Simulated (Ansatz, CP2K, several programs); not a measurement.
Many methods on one cell: Bi2Se3 (tetradymite)

Bi2Se3 (tetradymite), relaxed with r2SCAN+rVV10 in Ansatz, was computed with several methods. It is trigonal, R-3m (No. 166); conventional cell a = 4.142 Å, c = 29.263 Å, 28.99 Å³ an atom. Bi is surrounded by 6 Se at 2.85–3.07 Å; Se is surrounded by 3 Bi at 2.85 Å; Se is surrounded by 6 Bi at 3.07 Å. Spin-unpolarised throughout; all numbers are computed.

```cif
data_structure
_symmetry_space_group_name_H-M 'R-3m:H'
_symmetry_Int_Tables_number 166
_cell_length_a 4.1424
_cell_length_b 4.1424
_cell_length_c 29.2629
_cell_angle_alpha 90.000
_cell_angle_beta 90.000
_cell_angle_gamma 120.000
_cell_volume 434.86
loop_
_atom_site_label
_atom_site_type_symbol
_atom_site_symmetry_multiplicity
_atom_site_Wyckoff_symbol
_atom_site_fract_x
_atom_site_fract_y
_atom_site_fract_z
_atom_site_occupancy
Bi1 Bi 6 c 0.33333 0.66667 0.06601 1
Se1 Se 6 c 0.00000 0.00000 0.21412 1
Se2 Se 3 a 0.00000 0.00000 0.00000 1
```

Gaps and times are for a single point on this cell; volume and bulk modulus come from each method's own relaxation or energy curve at fixed shape, which is too stiff where a cell has free coordinates or axes. Times are rough, from shared hosts (AMD EPYC 7B13), and each method has its own mesh and cell size. A double dagger marks a value from a curve with shape and coordinates held. Gaps from k meshes are read at a limited set of points (mesh, symmetry points, PBE's band edges), so each method's own least gap may be somewhat smaller. Minimal bases can be far off for gaps. Curves at held shape can't give the bulk modulus of a layered or molecular crystal, so none is listed. d marks a direct gap, i an indirect one (no mark: not told apart), a dash a value that wasn't computed or didn't pass its checks.

| method | kind | gap (eV) | own volume (Å³/atom) | bulk modulus (GPa) | atoms computed | processor time |
| --- | --- | --- | --- | --- | --- | --- |
| light PBE (260 eV and a coarse mesh) | light plane-wave | 0.39 d | – | – | 5 | 2.7 s |
| PBE | semilocal | 0.34 d | – | – | 5 | 18 s |
| r2SCAN | semilocal | 0.62 d | – | – | 5 | 38 s |
| PBE/SZV (CP2K) | small basis | 0.15 d | – | – | 5 | 82 s |
| PBE/DZVP (CP2K) | small basis | 0.35 d | 30.29‡ | – | 5 | 2.1 min |

Against r2SCAN (0.62 eV) and with closed or daggered gaps left aside, the nearest gap at the points sampled is that of light PBE (260 eV and a coarse mesh) (-0.23 eV) and the farthest that of PBE/SZV (CP2K) (-0.47 eV). r2SCAN is only a yardstick of convenience: semilocal gaps usually lie below measured ones, which GLLB-SC and hybrids aim to mend.

Runs without a result: GLLB-SC (GPAW) (single point, out of time).

Spin-orbit coupling is left out; in compounds of Pb, Bi, Tl or Hg it can lower a gap by up to about 1 eV, split its edges or invert the bands.
